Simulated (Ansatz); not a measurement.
**[CuCl4]-: structure and electronic state**

What does [CuCl4]- look like as a singlet, and where do its frontier electrons sit?

Program: Ansatz 0.2.0, Gaussian basis. Level of theory: RKS PBE0-D4/def2-TZVPD. These are calculated values, not measurements.

Levels to be run: relaxation at r2SCAN-D4/def2-SVPD; a search for the lowest solution at PBE0-D4/def2-SVP; a single point at PBE0-D4/def2-TZVPD; harmonic vibrations at r2SCAN-D4/def2-SVPD.

**1. The starting structure**

5 atoms, charge -1, spin multiplicity 1.

Atoms are counted from 1 here; the program's logs count them from 0.

Bond lengths: Cu1–Cl2 2.124 Å, Cu1–Cl3 2.124 Å, Cu1–Cl4 2.124 Å, Cu1–Cl5 2.124 Å. Angles: Cl2–Cu1–Cl3 90.1°, Cl2–Cu1–Cl4 179.6°, Cl2–Cu1–Cl5 90.4°, Cl3–Cu1–Cl4 89.6°, Cl3–Cu1–Cl5 179.4°, Cl4–Cu1–Cl5 89.9°.

Formally the metal is d8. No spin-orbit coupling is included. The ion is computed in the gas phase, without counter-ions or solvent.

The start is a GFN2-xTB geometry.

**2. Optimising with r2SCAN-D4/def2-SVPD**

in.yaml reads:

```yaml
crystal:
  periodic: [false, false, false]
  atoms:
    - {symbol: Cu, position_ang: [0.003810, -0.002350, -0.000160]}
    - {symbol: Cl, position_ang: [2.127710, -0.020670, 0.007570]}
    - {symbol: Cl, position_ang: [0.018390, 2.121800, 0.004260]}
    - {symbol: Cl, position_ang: [-2.120150, 0.027060, 0.001880]}
    - {symbol: Cl, position_ang: [-0.029750, -2.125850, -0.013550]}
basis:
  gaussian: {orbitals: def2-SVPD}
total_charge: -1
hamiltonian: {xc: r2scan, dispersion: d4}
scf: {lower_state_search: "off"}
output: {orbitals: {seedname: orbitals}}
relax: {f_tol: 0.02, max_steps: 100}
```

Started as:

```console
> ansatz run in.yaml --threads 4 --pin off --events-out ev --progress --plain --max-ram 3916MiB
```

The runs that follow: Searching for the lowest solution, PBE0-D4/def2-SVP; Single point, PBE0-D4/def2-TZVPD; Harmonic vibrations.

**Question.** What will the summary of the whole plan be? Wanted: point group; near neighbours of the metal; HOMO, LUMO at PBE0-D4/def2-TZVPD; charge on the metal; lowest, highest wavenumber.

The runs gave:

```
                                          quantity                                 value
                                       point group                                   D4h
                      near neighbours of the metal  Cl 2.21, Cl 2.21, Cl 2.21, Cl 2.21 Å
                  HOMO, LUMO at PBE0-D4/def2-TZVPD                       -3.60, -1.21 eV
charge on the metal (Mulliken, PBE0-D4/def2-TZVPD)                               -0.32 e
                        lowest, highest wavenumber                          27, 371 cm⁻¹
```

The molecule keeps its bonding pattern by the stored test; the atoms moved 0.08 Å (rms). The Mulliken charge of the metal, -0.32 e, depends on the basis and isn't its oxidation state. All wavenumbers are real: a minimum at this level. The HOMO lies nearest to 4 Cl atoms about 25 % each and the LUMO to Cu1 33 %; 4 Cl atoms about 17 % each. Whether this spin is the lowest isn't tested here.
